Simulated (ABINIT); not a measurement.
A run of ABINIT 10.8.3 (patched build):

run.abi

```
pp_dirpath "./"
pseudos "B.upf, F.upf"

acell 5.9445094293 5.883018705 6.2650782575
rprim
     1.0000000000     0.0000000000     0.0000000000
     0.0000000000     1.0000000000     0.0000000000
    -0.0487843642     0.0000000000     0.9988093341
ntypat 2
znucl 5 9
natom 2
typat 1 2
xred
     0.0000000000     0.0000000000     0.0000000000
     0.0000000000     0.0000000000     0.5000000000
chkprim 0
chksymtnons 0
tolsym 1.0e-6

ecut 42.0

kptopt 1
ngkpt 6 7 6
nshiftk 1
shiftk 0.0 0.0 0.0

ixc -116133

nband 9
occopt 3
tsmear 0.05 eV

nstep 100
tolvrs 1.0e-10

iomode 3
prtwf 0
prtden 0
prteig 0
prtebands 0
enunit 2
```

Potentials or basis: PseudoDojo NC SR PBEsol v0.4 stringent.

Launch:

```bash
$ abinit run.abi > log 2>&1
```

Hardware: 1 thread of Intel(R) Xeon(R) 6975P-C (Granite Rapids), with other jobs on the host.

Task: How long does it take, and how much memory?

Result: Run time: 30 s on 1 thread of Intel(R) Xeon(R) 6975P-C (Granite Rapids), with other jobs on the host, peak memory 0.09 GiB. Counts: scf iterations 10, mpi ranks 1, k points 80, bands 9, plane waves 2865.
